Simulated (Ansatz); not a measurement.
This script drives Ansatz 0.2.0 through its Python package.

Script `clfh2osi.py`:
```python
"""Rigid torsion scan of ClFH2OSi."""

import ansatz as az
from ase import Atoms

atoms = Atoms(["O", "Si", "F", "Cl", "H", "H"], positions=[
    (-0.9004, 0.2588, -0.8629),
    (0.3844, 0.1151, 0.0796),
    (0.0282, 0.7701, 1.4901),
    (0.6965, -1.8876, 0.2839),
    (-1.7592, -0.053, -0.4974),
    (1.5925, 0.7326, -0.5394),
])

# relax first, so that the scan starts from a minimum
first = az.Crystal.molecule_from_ase(atoms).calculation()
first = first.basis(gaussian="cc-pVDZ")
first = first.functional("HF")
first = first.relax(force_tolerance=0.02, max_steps=80)
atoms.positions = first.run().report["positions_ang"]

start = atoms.get_dihedral(2, 1, 0, 4)
energies = {}
for turn in range(0, 360, 30):
    turned = atoms.copy()
    turned.set_dihedral(2, 1, 0, 4, start + turn, indices=[0, 4])
    calc = (
        az.Crystal.molecule_from_ase(turned).calculation()
        .basis(gaussian="cc-pVDZ")  # the orbital basis, by name
        .functional("HF")
    )
    energies[round((start + turn) % 360)] = calc.run().report["free_energy_ev"]
floor = min(energies.values())
print("dihedral F2-Si1-O0-H4 (deg)   E - E(min) (kJ/mol)")
for angle, e in sorted(energies.items()):
    print(f"{angle:8d} {96.485332 * (e - floor):14.3f}  " + "#" * int(30 * (e - floor) / max(max(energies.values()) - floor, 1e-9)))
```

It is started by `python clfh2osi.py`. Estimate its wall time and peak memory on 1 thread of Arm Neoverse V1 (shared host).

It took about 21 s, with a peak of 0.21 GiB, for 13 runs of the engine.

Output of `python clfh2osi.py`:
```text
dihedral F2-Si1-O0-H4 (deg)   E - E(min) (kJ/mol)
      28          8.819  ######################
      58         10.062  #########################
      88         10.761  ###########################
     118         11.567  #############################
     148         11.812  ##############################
     178         11.158  ############################
     208          9.249  #######################
     238          5.611  ##############
     268          1.575  ####
     298          0.000
     328          2.010  #####
     358          5.830  ##############
```

The scan is rigid and the energies are electronic, in a modest basis. With rigid groups the curve can differ much from the relaxed path, the start wasn't checked as a minimum of this torsion, and equivalent turns needn't return to the same energy.
